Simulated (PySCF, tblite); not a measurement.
**C5H5N2O radical: geometry, infrared bands and EPR parameters**

Aim: predict the infrared bands and EPR parameters of C5H5N2O radical (`OCc1c[c]ncn1`).

Programs: tblite 0.8.0 and PySCF 2.14.0, with density-fitted response routines of our own. Each step states its level of theory. These are calculated values for one molecule in the gas phase, unless marked as measured. Atoms are numbered from 0 throughout.

### Step 1. Starting geometry

13 atoms, charge 0, multiplicity 2; geometry from: force field or distance geometry start.

Bonds of the start (Å): O0–C1 1.40, C1–C2 1.50, C2–C3 1.37, C3–C4 1.39, C4–N5 1.37, N5–C6 1.35, C6–N7 1.35, N7–C2 1.36, O0–H8 1.01, C1–H9 1.09, C1–H10 1.12, C3–H11 1.09, C6–H12 1.07.

### Step 2. Geometry optimisation with GFN2-xTB

What the job is given:

```
{"job": {"kind": "relax", "xc": "GFN2-xTB", "basis": "xTB"}, "charge": 0, "multiplicity": 2}
O     -2.191900     0.857100    -0.374900
C     -1.665100    -0.431500    -0.230600
C     -0.193300    -0.214900    -0.010300
C      0.295900    -0.034200     1.253300
C      1.656600     0.165800     1.455700
N      2.487800     0.203500     0.366800
C      1.991700     0.040000    -0.874000
N      0.670300    -0.163300    -1.059300
H     -1.447900     1.510000    -0.550000
H     -1.786400    -1.067600    -1.101500
H     -2.093400    -0.856400     0.708900
H     -0.319200    -0.063900     2.154300
H      2.590500     0.055900    -1.756200
```

Launch:

```console
> OMP_NUM_THREADS=1 python probes_run.py task.json out
```

One launch serves the whole session: the jobs run in the order shown.

**Question.** This job is followed by: GFN2-xTB harmonic vibrations, gas phase; UKS B3LYP, pcH-1 on C H N O, non-relativistic, mean-field spin-orbit, GIAO. Predict these results of the whole session: strongest single infrared mode (GFN2-xTB); zero-point energy (GFN2-xTB); g(iso) (B3LYP); ⟨S²⟩; largest a(iso) (averaged by class); potential on the surface of density 0.002 e/bohr³, 1st and 99th percentile.

As calculated:

| quantity | value |
| --- | --- |
| strongest single infrared mode (GFN2-xTB) | 344 cm⁻¹, 133 km/mol |
| zero-point energy (GFN2-xTB) | 57.9 kcal/mol |
| g(iso) (B3LYP) | 2.00221 |
| ⟨S²⟩ | 0.755 (exact 0.75) |
| largest a(iso) (averaged by class) | 13C on C4, 541.7 MHz |
| potential on the surface of density 0.002 e/bohr³, 1st and 99th percentile | -1.52 V and 1.46 V |

In words: The optimisation took 104 steps and gained 0.690 eV; among the close pairs (by a distance rule), C4–N5 changed most, from 1.370 to 1.290 Å. No mode is imaginary among the 33: a minimum at this level. The strongest single mode, at 344 cm⁻¹, is spread over many atoms; the largest shares are those of H8, N7. Unscaled tight-binding wavenumbers are off by several per cent, some by more. Its intensities can rank the bands wrongly. Most of the unpaired spin sits on C4 (0.82 e). The isotropic g lies 0.1 ppt below the free-electron value. These values are for one conformer; the search (at its own cheap level) found 1 more, at 0.18 kcal/mol, and measured spectra average over such forms.
